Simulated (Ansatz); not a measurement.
**MoO2F2: up Jacob's ladder to CCSD(T)**

The task here is to estimate one member of a computed series from the others.

Program: Ansatz 0.2.0, Gaussian basis. Level of theory: functionals in def2-TZVPP, the program's frozen cores in correlated methods. These are calculated values, not measurements.

Levels to be run: LDA (SPW92), PBE-D4, revPBE-D4, BLYP-D4, r2SCAN-D4, B97M-V, PBE0-D4, B3LYP-D4, r2SCANh-D4, r2SCAN0-D4, HSE06-D4, BHLYP-D4, CAM-B3LYP-D4, LC-ωPBE, ωB97X-V, ωB97M-V, B2PLYP, PBE-QIDH; CCSD(T)/def2-SVP; CCSD(T)/def2-TZVPP; MP2/def2-QZVPP; extrapolation to the limit; RPA on PBE.

### The relaxed structure

The geometry comes from an earlier relaxation with PBE0-D4 in a triple-zeta def2 set; it is a stationary point. Mo takes the def2 core potential; no spin-orbit term is included.

SMILES `[O]=[Mo](=[O])([F])[F]`, 5 atoms, charge 0, spin multiplicity 1.

Atoms are counted from 1 here; the program's logs count them from 0.

Bond lengths: O1–Mo2 1.663 Å, Mo2–O3 1.663 Å, Mo2–F4 1.836 Å, Mo2–F5 1.836 Å. Angles: O1–Mo2–O3 106.6°, O1–Mo2–F4 109.7°, O1–Mo2–F5 109.7°, O3–Mo2–F4 109.7°, O3–Mo2–F5 109.7°, F4–Mo2–F5 111.3°.

As a file:

```
O     0.62502   -1.03955    1.16174
Mo    0.00527   -0.01578    0.00753
O    -1.17918    0.88041    0.75475
F    -0.73025   -0.99657   -1.35874
F     1.32894    1.09788   -0.60667
```

Set-up of the first run:

File in.yaml:

```yaml
crystal:
  periodic: [false, false, false]
  atoms:
    - {symbol: O, position_ang: [0.625019, -1.039550, 1.161739]}
    - {symbol: Mo, position_ang: [0.005266, -0.015781, 0.007527]}
    - {symbol: O, position_ang: [-1.179175, 0.880414, 0.754747]}
    - {symbol: F, position_ang: [-0.730252, -0.996567, -1.358739]}
    - {symbol: F, position_ang: [1.328942, 1.097885, -0.606674]}
basis:
  gaussian: {orbitals: def2-TZVPP}
hamiltonian: {xc: lda}
output: {orbitals: {seedname: orbitals}}
```

Steps of the session up to this table: LDA; PBE-D4 (GGA); revPBE-D4 (GGA); BLYP-D4 (GGA); r2SCAN-D4 (meta-GGA); B97M-V (meta-GGA); PBE0-D4 (hybrid); B3LYP-D4 (hybrid); r2SCANh-D4 (hybrid); r2SCAN0-D4 (hybrid); HSE06-D4 (hybrid); BHLYP-D4 (hybrid); CAM-B3LYP-D4 (range-separated); LC-ωPBE-D4 (range-separated; the results give it without D4); ωB97X-V (range-separated); ωB97M-V (range-separated); B2PLYP (double hybrid); PBE-QIDH (double hybrid).

One of the session's tables, all rows but one given; the rest of the session is left out.

It belongs to the step «Frontier levels by functional». 

| functional | HOMO (eV) | LUMO (eV) | gap (eV) |
| --- | --- | --- | --- |
| LDA (SPW92) | -8.64 | -4.23 | 4.41 |
| PBE-D4 | -8.37 | -3.92 | 4.45 |
| revPBE-D4 | -8.28 | -3.81 | 4.47 |
| BLYP-D4 | -8.29 | -3.88 | 4.41 |
| r2SCAN-D4 | -8.78 | -3.94 | 4.85 |
| B97M-V | -8.85 | -3.91 | 4.95 |
| PBE0-D4 | -10.08 | -3.23 | 6.86 |
| B3LYP-D4 | -9.83 | -3.50 | 6.33 |
| r2SCANh-D4 | -9.42 | -3.66 | 5.76 |
| r2SCAN0-D4 | -10.38 | -3.24 | 7.14 |
| HSE06-D4 | -9.67 | -3.61 | 6.07 |
| BHLYP-D4 | ? | ? | ? |
| CAM-B3LYP-D4 | -11.56 | -2.17 | 9.40 |
| LC-ωPBE | -12.83 | -0.87 | 11.96 |
| ωB97X-V | -12.50 | -0.96 | 11.54 |
| ωB97M-V | -12.45 | -0.99 | 11.46 |

**Question.** Estimate the row for BHLYP-D4.

Worked estimate for «HOMO (eV)». Against the share of exact exchange, BLYP-D4 (0, -8.29), B3LYP-D4 (0.2, -9.83) give a slope of -7.70 per unit share; at 0.5 the line stands at -12.14.

As computed: HOMO (eV): -11.74; LUMO (eV): -2.42; gap (eV): 9.32. In «HOMO (eV)» the line misses by -0.40.
